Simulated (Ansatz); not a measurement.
Set up this calculation in Ansatz 0.2.0, as the native input.

```
Task                                : band structure
Functional                          : PBE
Potentials or basis                 : Ansatz PAW
Cutoff                              : 420 eV (not typed: the program's choice for these potentials)
k mesh                              : 6 × 6 × 7
Occupations                         : fermi-dirac, width 0.05 eV
Spin                                : spin-orbit coupling, no magnetisation
Path                                : [["G", "M", "K", "G", "A", "L", "H", "A"], ["L", "M"], ["K", "H"]]
Points for each segment of the path : 14
```

BeSb:

```
CELL_PARAMETERS angstrom
3.87910 0.00000 0.00000
-1.93955 3.35940 0.00000
0.00000 0.00000 3.03755
ATOMIC_POSITIONS crystal
Be 0.00000 0.00000 0.00000
Sb 0.33333 0.66667 0.50000
```

The cell was built by a generator and needn't be a form met in nature.

The input as run:

input.yaml

```yaml
crystal:
  lattice:
    - [3.8791, 0.0, 0.0]
    - [-1.93955, 3.3594, 0.0]
    - [0.0, 0.0, 3.03755]
  atoms:
    - { symbol: Be, position: [0.0, 0.0, 0.0] }
    - { symbol: Sb, position: [0.33333, 0.66667, 0.5] }
hamiltonian:
  xc: pbe
  pseudopotentials: { kind: paw_fr }
magnetization:
  noncollinear: true
  spin_orbit: true
kpoints:
  mp_grid: { grid: [6, 6, 7] }
  band_path:
    path:
      - [[0.0, 0.0, 0.0], [0.5, 0.0, 0.0], [0.3333333333, 0.3333333333, 0.0], [0.0, 0.0, 0.0], [0.0, 0.0, 0.5], [0.5, 0.0, 0.5], [0.3333333333, 0.3333333333, 0.5], [0.0, 0.0, 0.5]]
      - [[0.5, 0.0, 0.5], [0.5, 0.0, 0.0]]
      - [[0.3333333333, 0.3333333333, 0.0], [0.3333333333, 0.3333333333, 0.5]]
    npoints: 14
scf:
  occupations: { method: fermi_dirac, width: 0.05 }
  n_extra_bands: 6
output:
  forces: true
  stress: true
  eigenvalues: true
  fatbands: false
```

Potentials or basis: Ansatz PAW.

Run with:

```bash
$ ansatz run input.yaml --threads 2 --pin off --max-ram 5632MiB --backend cpu --events-out ev --progress --plain --runs-dir out
```

It gave:

```
Pressure               : 0.0 GPa
Band gap on the k mesh : none (metal or under the smearing width)
```

It took 11 s on 2 threads of Arm Neoverse V1 (shared host), peak memory 0.4 GiB.
